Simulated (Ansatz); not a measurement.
**CH₆BFOSi: one species, many methods**

One table from this session's results is given with a row withheld; the runs are named, their logs left out.

Computed with Ansatz 0.2.0, Gaussian basis. Level: functionals in def2-TZVPP, the program's frozen cores in correlated methods.

Levels to be run: PBE-D4, r2SCAN-D4, PBE0-D4, B3LYP-D4, ωB97X-V, ωB97M-V, B2PLYP; CCSD(T)/def2-TZVPP; MP2/def2-QZVPP; extrapolation to the limit.

**The geometry**

All runs share one geometry, relaxed beforehand with PBE0-D4 in a triple-zeta def2 set.

SMILES `OBC(F)[SiH3]`, 11 atoms, charge 0, spin multiplicity 1.

Atoms are counted from 1 here; the program's logs count them from 0.

Bond lengths: O1–B2 1.354 Å, O1–H6 0.960 Å, B2–C3 1.563 Å, B2–H7 1.200 Å, C3–F4 1.403 Å, C3–Si5 1.906 Å, C3–H8 1.099 Å, Si5–H9 1.485 Å, Si5–H10 1.485 Å, Si5–H11 1.486 Å. Angles: B2–O1–H6 113.5°, O1–B2–C3 117.4°, O1–B2–H7 121.4°, C3–B2–H7 121.2°, B2–C3–F4 111.8°, B2–C3–Si5 112.0°, B2–C3–H8 110.5°, F4–C3–Si5 108.0°, F4–C3–H8 107.8°, Si5–C3–H8 106.5°, C3–Si5–H9 108.8°, C3–Si5–H10 109.0°, C3–Si5–H11 110.0°, H9–Si5–H10 110.2°, H9–Si5–H11 109.5°, H10–Si5–H11 109.3°.

The first run:

Contents of in.yaml:

```yaml
crystal:
  periodic: [false, false, false]
  atoms:
    - {symbol: O, position_ang: [-1.971683, 0.154270, 0.468557]}
    - {symbol: B, position_ang: [-1.149360, -0.620803, -0.277579]}
    - {symbol: C, position_ang: [0.336082, -0.753077, 0.191142]}
    - {symbol: F, position_ang: [1.034790, -1.713569, -0.555071]}
    - {symbol: Si, position_ang: [1.276713, 0.898466, 0.052035]}
    - {symbol: H, position_ang: [-2.862323, 0.217245, 0.117219]}
    - {symbol: H, position_ang: [-1.535236, -1.159743, -1.278086]}
    - {symbol: H, position_ang: [0.380750, -1.050460, 1.248221]}
    - {symbol: H, position_ang: [0.685148, 1.867305, 1.009262]}
    - {symbol: H, position_ang: [2.707651, 0.669216, 0.374186]}
    - {symbol: H, position_ang: [1.162869, 1.434249, -1.329285]}
basis:
  gaussian: {orbitals: def2-TZVPP}
hamiltonian: {xc: pbe, dispersion: d4}
output: {forces: true, orbitals: {seedname: orbitals}}
```

The run is started by

```console
> ansatz run in.yaml --threads 4 --pin off --events-out ev --progress --plain --max-ram 10444MiB
```

Steps of the session up to this table: PBE-D4 (GGA); r2SCAN-D4 (meta-GGA); PBE0-D4 (hybrid); B3LYP-D4 (hybrid); ωB97X-V (range-separated); ωB97M-V (range-separated); B2PLYP (double hybrid); CCSD(T) in def2-TZVPP; MP2 in def2-QZVPP.

One table of the session follows, with a row left open; its other results are not shown here.

| method | atomisation energy (kcal/mol) |
| --- | --- |
| PBE-D4 | 966.4 |
| r2SCAN-D4 | ? |
| PBE0-D4 | 949.6 |
| B3LYP-D4 | 952.7 |
| ωB97X-V | 956.2 |
| ωB97M-V | 956.4 |
| B2PLYP | 942.9 |
| HF/def2-TZVPP | 707.5 |
| MP2/def2-TZVPP | 943.8 |
| CCSD/def2-TZVPP | 915.2 |
| CCSD(T)/def2-TZVPP | 927.7 |
| MP2/CBS | 967.6 |
| CCSD(T)/CBS | 951.4 |

**Question.** Estimate the row for r2SCAN-D4.

The run gave: atomisation energy (kcal/mol): 956.0. In the column «atomisation energy (kcal/mol)» it lies between B3LYP-D4 (952.7) and ωB97X-V (956.2).

Caveats from the session: Free atoms (1 O, 1 B, 1 C, 1 F, 1 Si, 6 H) were run apart at each level; the atomisation energy is their sum less the molecule, without zero-point or spin-orbit terms.
